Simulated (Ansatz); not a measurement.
**C2H9NO2Si: one species, many methods**

An exercise on one series of results from a longer session: the logs are not shown, and one member is left open.

The runs use Ansatz 0.2.0, Gaussian basis; functionals in def2-TZVPP, the program's frozen cores in correlated methods.

The runs, in order: PBE-D4, r2SCAN-D4, PBE0-D4, B3LYP-D4, ωB97X-V, ωB97M-V, B2PLYP; CCSD(T)/def2-TZVPP; MP2/def2-QZVPP; extrapolation to the limit.

## Structure used throughout

An earlier PBE0-D4 in a triple-zeta def2 set relaxation fixed the geometry.

SMILES `CN(C)[SiH](O)O`, 15 atoms, charge 0, spin multiplicity 1.

Atoms are counted from 1 here; the program's logs count them from 0.

Bond lengths: C1–N2 1.443 Å, C1–H7 1.089 Å, C1–H8 1.098 Å, C1–H9 1.100 Å, N2–C3 1.443 Å, N2–Si4 1.703 Å, C3–H10 1.099 Å, C3–H11 1.098 Å, C3–H12 1.092 Å, Si4–O5 1.644 Å, Si4–O6 1.641 Å, Si4–H13 1.484 Å, O5–H14 0.958 Å, O6–H15 0.959 Å. Angles: N2–C1–H7 110.4°, N2–C1–H8 110.6°, N2–C1–H9 111.8°, H7–C1–H8 107.9°, H7–C1–H9 108.5°, H8–C1–H9 107.4°, C1–N2–C3 113.4°, C1–N2–Si4 123.7°, C3–N2–Si4 121.3°, N2–C3–H10 111.9°, N2–C3–H11 110.9°, N2–C3–H12 110.7°, H10–C3–H11 107.4°, H10–C3–H12 108.0°, H11–C3–H12 107.8°, N2–Si4–O5 104.5°, N2–Si4–O6 110.1°, N2–Si4–H13 116.8° and more.

The first run:

Contents of in.yaml:

```yaml
crystal:
  periodic: [false, false, false]
  atoms:
    - {symbol: C, position_ang: [0.814891, 0.005355, -1.478034]}
    - {symbol: N, position_ang: [0.127911, 0.290014, -0.241175]}
    - {symbol: C, position_ang: [0.062558, 1.698288, 0.068417]}
    - {symbol: Si, position_ang: [-0.234881, -0.890739, 0.931285]}
    - {symbol: O, position_ang: [-0.429372, -2.278639, 0.072736]}
    - {symbol: O, position_ang: [-1.552469, -0.437804, 1.798291]}
    - {symbol: H, position_ang: [0.825342, -1.067090, -1.669274]}
    - {symbol: H, position_ang: [0.309913, 0.493785, -2.321496]}
    - {symbol: H, position_ang: [1.852886, 0.367856, -1.462196]}
    - {symbol: H, position_ang: [1.062735, 2.147778, 0.147021]}
    - {symbol: H, position_ang: [-0.482329, 2.245814, -0.711951]}
    - {symbol: H, position_ang: [-0.455244, 1.861966, 1.015246]}
    - {symbol: H, position_ang: [0.778076, -1.114245, 1.993202]}
    - {symbol: H, position_ang: [-0.339320, -3.095904, 0.564176]}
    - {symbol: H, position_ang: [-2.340706, -0.226446, 1.293723]}
basis:
  gaussian: {orbitals: def2-TZVPP}
hamiltonian: {xc: pbe, dispersion: d4}
output: {forces: true, orbitals: {seedname: orbitals}}
```

Command:

```console
ansatz run in.yaml --threads 2 --pin off --events-out ev --progress --plain --max-ram 22528MiB --backend cuda --devices 0, --max-vram 18GiB
```

Among the steps run: PBE-D4 (GGA); r2SCAN-D4 (meta-GGA); PBE0-D4 (hybrid); B3LYP-D4 (hybrid); ωB97X-V (range-separated); ωB97M-V (range-separated); B2PLYP (double hybrid); CCSD(T) in def2-TZVPP; MP2 in def2-QZVPP.

One table of the session follows, with a row left open; its other results are not shown here.

It belongs to the step «Atomisation energies». 

| method | atomisation energy (eV) |
| --- | --- |
| PBE-D4 | 60.711 |
| r2SCAN-D4 | 59.787 |
| PBE0-D4 | 59.627 |
| B3LYP-D4 | 59.837 |
| ωB97X-V | 60.007 |
| ωB97M-V | 60.067 |
| B2PLYP | 59.229 |
| HF/def2-TZVPP | 42.984 |
| MP2/def2-TZVPP | 59.314 |
| CCSD/def2-TZVPP | 57.515 |
| CCSD(T)/def2-TZVPP | 58.337 |
| MP2/CBS | ? |
| CCSD(T)/CBS | 60.014 |

Estimate the missing values for MP2/CBS.

The run gave: atomisation energy (eV): 60.991. In the column «atomisation energy (eV)» it is the highest.
